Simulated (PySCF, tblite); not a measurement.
# BH₇O₂S₂Si₂, a fragment of a glass network (chain of 3): NMR shifts, core binding energies and electronic excitations

Wanted: the NMR shifts, core binding energies and electronic excitations for `OB(O)S[SiH2]S[SiH3]`. It is drawn as: B3 Si Si, H ends, S bridges.

Programs: tblite 0.8.0 and PySCF 2.14.0. All values are calculated, for the isolated system unless a continuum is named. Atoms count from 0, parts from 1.

## 1. The system as given

14 atoms, charge 0, multiplicity 1; geometry: distance geometry start.

## 2. Relaxing the cluster with GFN2-xTB

What the job is given:

```
{"job": {"kind": "relax", "xc": "GFN2-xTB", "basis": "xTB"}, "charge": 0, "multiplicity": 1}
O     -3.249983     1.282006    -2.007555
B     -2.048625     0.690910    -2.716991
O     -2.105533    -0.797771    -2.913876
S     -0.355222     1.364118    -2.197861
Si     0.053728     2.455148    -0.382317
S     -0.580548     1.232628     1.297186
Si     0.805171     0.208563     2.658900
H     -3.224849     1.701065    -1.126065
H     -2.216166    -1.460685    -2.230178
H     -0.663914     3.673518    -0.361507
H      1.456381     2.702243    -0.282007
H      2.129644     0.435117     2.244180
H      0.586535     0.670597     3.985280
H      0.503629    -1.206899     2.606394
```

With the program's defaults for keys left out, this is: GFN2-xTB geometry optimisation, gas phase.

Run with:

```console
$ OMP_NUM_THREADS=1 python cluster_run.py task.json out
```

The driver reads the jobs from task.json and runs them one after another.

**Question.** The jobs that follow are: PBE0-D3(BJ)/def2-SVP geometry optimisation, gas phase; GIAO PBE0/pcSseg-1 NMR shielding, non-relativistic, gas phase; delta-SCF UKS SCAN, pcX-2 on the ionised atom, pcseg-1 elsewhere, spin-free X2C; TDDFT CAM-B3LYP/def2-SVPD, vertical, gas phase, core orbitals frozen in the response. Predict: point group; rotational constants (main isotopes); 1H shifts against TMS (PBE0/pcSseg-1); 17O shifts against H2O (PBE0/pcSseg-1); 11B shifts against BF3·OEt2 (PBE0/pcSseg-1); 33S shifts against CS2 (PBE0/pcSseg-1); 29Si shifts against TMS (PBE0/pcSseg-1); potential on the surface of density 0.002 e/bohr³, 1st and 99th percentile; O1s binding energies, SCAN/pcX-2; B1s binding energies, SCAN/pcX-2; S2p binding energies, SCAN/pcX-2 (standing for 1 of 2 atoms); Si2p binding energies, SCAN/pcX-2 (standing for 1 of 2 atoms); lowest singlet (CAM-B3LYP/def2-SVPD); brightest single state of those computed; lowest triplet; vertical ionisation energy (ΔSCF).

**Answer**, as computed:

| quantity | value |
| --- | --- |
| point group | C1 |
| rotational constants (main isotopes) | 1.73, 0.79, 0.73 GHz |
| 1H shifts against TMS (PBE0/pcSseg-1) | 6.79, 5.50, 5.33, 4.63, 4.59, 4.59, 4.00 ppm |
| 17O shifts against H2O (PBE0/pcSseg-1) | 146.7, 127.6 ppm |
| 11B shifts against BF3·OEt2 (PBE0/pcSseg-1) | 27.7 ppm |
| 33S shifts against CS2 (PBE0/pcSseg-1) | -201, -285 ppm |
| 29Si shifts against TMS (PBE0/pcSseg-1) | -9.5, -49.8 ppm |
| potential on the surface of density 0.002 e/bohr³, 1st and 99th percentile | -1.24 V and 2.16 V |
| O1s binding energies, SCAN/pcX-2 | O2 539.23, O0 538.93 eV |
| B1s binding energies, SCAN/pcX-2 | B1 197.91 eV |
| S2p binding energies, SCAN/pcX-2 (standing for 1 of 2 atoms) | S3 169.31 eV |
| Si2p binding energies, SCAN/pcX-2 (standing for 1 of 2 atoms) | Si4 107.93 eV |
| lowest singlet (CAM-B3LYP/def2-SVPD) | 6.28 eV (197 nm), f = 0.011 |
| brightest single state of those computed | state 2, 6.34 eV, f = 0.048 |
| lowest triplet | 5.88 eV |
| vertical ionisation energy (ΔSCF) | 9.66 eV |

In words: The start of the PBE0/def2-SVP relaxation was shaken at random by about 0.01 Å, so part of the energy gained, and of the first lengths quoted, undoes that. The optimisation took 10 steps and gained 0.213 eV; among the close pairs (by a distance rule), Si4–H10 changed most, from 1.446 to 1.488 Å (PBE0/def2-SVP). Hydrogens of an XH3 group are listed apart at this fixed geometry; free rotation makes them one line at their mean. At PBE0/pcSseg-1, counted by nearest atom on the grid, the HOMO lies on S3 64 %; S5 17 %, the LUMO on S5 18 %; Si4, Si6 about 13 % each. At SCAN/pcX-2: O2 (oxygen bonded to B, H) binds its O1s electron 0.30 eV more tightly than O0 (oxygen bonded to B, H). The first singlet state (HOMO→LUMO 0.26, HOMO→LUMO+2 0.24) lies at 6.28 eV and is weak; of the 6 states computed, the strongest absorption comes from state 2 at 6.34 eV. The lowest triplet lies 0.40 eV below the lowest singlet (triplets in Tamm-Dancoff, singlets in full TDDFT). ΔSCF puts the ionisation energy at 9.66 eV, 0.70 eV above −ε(HOMO). A capped cluster stands for the solid here, so long-range fields and strain are missing, and bands or shifts of the capping hydrogens have no counterpart in it.
